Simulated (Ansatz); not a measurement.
**CH8ClNSi2: a ladder of functionals and wavefunction methods**

An exercise on one series of results from a longer session: the logs are not shown, and one member is left open.

Program: Ansatz 0.2.0, Gaussian basis. Level of theory: functionals in def2-TZVPP, the program's frozen cores in correlated methods. These are calculated values, not measurements.

Levels to be run: LDA (SPW92), PBE-D4, revPBE-D4, BLYP-D4, r2SCAN-D4, B97M-V, PBE0-D4, B3LYP-D4, r2SCANh-D4, r2SCAN0-D4, HSE06-D4, BHLYP-D4, CAM-B3LYP-D4, LC-ωPBE, ωB97X-V, ωB97M-V, B2PLYP, PBE-QIDH; CCSD(T)/def2-SVP; CCSD(T)/def2-TZVPP; MP2/def2-QZVPP; extrapolation to the limit; RPA on PBE.

## Structure used throughout

The geometry comes from an earlier relaxation with PBE0-D4 in a triple-zeta def2 set; it is a stationary point, not always the lowest conformer.

SMILES `C[Si](N)([SiH3])Cl`, 13 atoms, charge 0, spin multiplicity 1.

Atoms are counted from 1 here; the program's logs count them from 0.

Bond lengths: C1–Si2 1.859 Å, C1–H6 1.093 Å, C1–H7 1.092 Å, C1–H8 1.092 Å, Si2–N3 1.710 Å, Si2–Si4 2.339 Å, Si2–Cl5 2.092 Å, N3–H9 1.008 Å, N3–H10 1.009 Å, Si4–H11 1.487 Å, Si4–H12 1.489 Å, Si4–H13 1.489 Å. Angles: Si2–C1–H6 110.3°, Si2–C1–H7 110.5°, Si2–C1–H8 110.7°, H6–C1–H7 108.6°, H6–C1–H8 107.8°, H7–C1–H8 108.8°, C1–Si2–N3 108.6°, C1–Si2–Si4 115.4°, C1–Si2–Cl5 106.3°, N3–Si2–Si4 108.4°, N3–Si2–Cl5 113.2°, Si4–Si2–Cl5 105.1°, Si2–N3–H9 120.1°, Si2–N3–H10 119.9°, H9–N3–H10 110.7°, Si2–Si4–H11 110.4°, Si2–Si4–H12 111.0°, Si2–Si4–H13 109.4° and more.

The first run:

Input file in.yaml:

```yaml
crystal:
  periodic: [false, false, false]
  atoms:
    - {symbol: C, position_ang: [-1.484471, 0.890023, -0.597805]}
    - {symbol: Si, position_ang: [0.180637, 0.078463, -0.438615]}
    - {symbol: N, position_ang: [0.068613, -1.519972, -1.035257]}
    - {symbol: Si, position_ang: [1.052216, -0.002097, 1.729942]}
    - {symbol: Cl, position_ang: [1.518717, 1.269794, -1.519231]}
    - {symbol: H, position_ang: [-1.805363, 0.895890, -1.643085]}
    - {symbol: H, position_ang: [-2.230175, 0.353543, -0.006706]}
    - {symbol: H, position_ang: [-1.442629, 1.925738, -0.255777]}
    - {symbol: H, position_ang: [0.851801, -2.148146, -0.948078]}
    - {symbol: H, position_ang: [-0.443329, -1.704147, -1.884656]}
    - {symbol: H, position_ang: [1.361723, 1.368716, 2.215863]}
    - {symbol: H, position_ang: [0.086581, -0.636883, 2.668972]}
    - {symbol: H, position_ang: [2.306078, -0.805523, 1.729232]}
basis:
  gaussian: {orbitals: def2-TZVPP}
hamiltonian: {xc: lda}
output: {orbitals: {seedname: orbitals}}
```

Run with:

```bash
> ansatz run in.yaml --threads 4 --pin off --events-out ev --progress --plain --max-ram 10444MiB
```

Among the steps run: LDA; PBE-D4 (GGA); revPBE-D4 (GGA); BLYP-D4 (GGA); r2SCAN-D4 (meta-GGA); B97M-V (meta-GGA); B3LYP-D4 (hybrid); r2SCANh-D4 (hybrid); r2SCAN0-D4 (hybrid); HSE06-D4 (hybrid); BHLYP-D4 (hybrid); CAM-B3LYP-D4 (range-separated); LC-ωPBE (range-separated); ωB97X-V (range-separated); ωB97M-V (range-separated); B2PLYP (double hybrid); PBE-QIDH (double hybrid).

One of the session's tables, all rows but one given; the rest of the session is left out.

It belongs to the step «Frontier levels by functional». 

| functional | HOMO (eV) | gap (eV) |
| --- | --- | --- |
| LDA (SPW92) | -6.53 | 5.65 |
| PBE-D4 | -6.38 | 5.68 |
| revPBE-D4 | -6.32 | 5.71 |
| BLYP-D4 | -6.25 | 5.70 |
| r2SCAN-D4 | -6.69 | 6.27 |
| B97M-V | -6.80 | 6.16 |
| PBE0-D4 | -7.70 | 7.84 |
| B3LYP-D4 | -7.49 | 7.43 |
| r2SCANh-D4 | -7.18 | 7.06 |
| r2SCAN0-D4 | -7.89 | 8.20 |
| HSE06-D4 | -7.31 | 7.07 |
| BHLYP-D4 | -8.85 | 9.87 |
| CAM-B3LYP-D4 | ? | ? |
| LC-ωPBE | -10.35 | 12.66 |
| ωB97X-V | -10.02 | 12.18 |
| ωB97M-V | -9.81 | 11.64 |

Q: Estimate the row for CAM-B3LYP-D4 from the others.

**Answer.** HOMO (eV): -9.04; gap (eV): 10.20. In the column «HOMO (eV)» it lies between ωB97M-V (-9.81) and BHLYP-D4 (-8.85).
